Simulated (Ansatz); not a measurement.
# BaTl: the cost of one run

Method: DFT PBE, scalar-relativistic, plane waves, PAW, in Ansatz 0.2.0.

3 further runs of the same task are left out: 2 that didn't finish, 1 set aside as unsound or not needed.

### Step 1. Starting point

The structure is cubic, space group Fm-3m (No. 225). Conventional cell: a = 5.782 Å, b = 5.782 Å, c = 5.782 Å, α = 90.00°, β = 90.00°, γ = 90.00°. Ba (site symmetry m-3m) has 6 Tl at 2.89 Å as nearest neighbours. Tl (site symmetry m-3m) is surrounded by 6 Ba at 2.89 Å.

Structure file:

```
CELL_PARAMETERS angstrom
0.00000 2.89120 2.89120
2.89120 0.00000 2.89120
2.89120 2.89120 0.00000
ATOMIC_POSITIONS crystal
Ba 0.50000 0.50000 0.50000
Tl 0.00000 0.00000 0.00000
```

The cell is invented: random cell by space group and Wyckoff sites (Fm-3m, No. 225). Lengths come from tabulated atomic sizes and are only a guess.

### Step 2. Probe: one point on a coarse mesh

input.yaml

```yaml
crystal:
  lattice:
    - [0.0, 2.89119915, 2.89119915]
    - [2.89119915, 0.0, 2.89119915]
    - [2.89119915, 2.89119915, 0.0]
  atoms:
    - { symbol: Ba, position: [0.5, 0.5, 0.5] }
    - { symbol: Tl, position: [0.0, 0.0, 0.0] }
basis:
  ecutwfc: 420
kpoints:
  mp_grid: { grid: [6, 6, 6] }
hamiltonian:
  xc: pbe
scf:
  occupations: { method: gaussian, width: 0.1 }
  lower_state_search: "off"
output:
  forces: true
  stress: true
  eigenvalues: true
```

The run is started by

```
$ ansatz run input.yaml --threads 1 --pin off --max-ram 2048MiB --backend cpu --events-out ev --progress --plain --runs-dir out
```

What time and memory should one allow on 1 thread of Intel Xeon Platinum 8488C (Sapphire Rapids), shared host?

About 1.6 s, with a peak of 0.33 GiB.
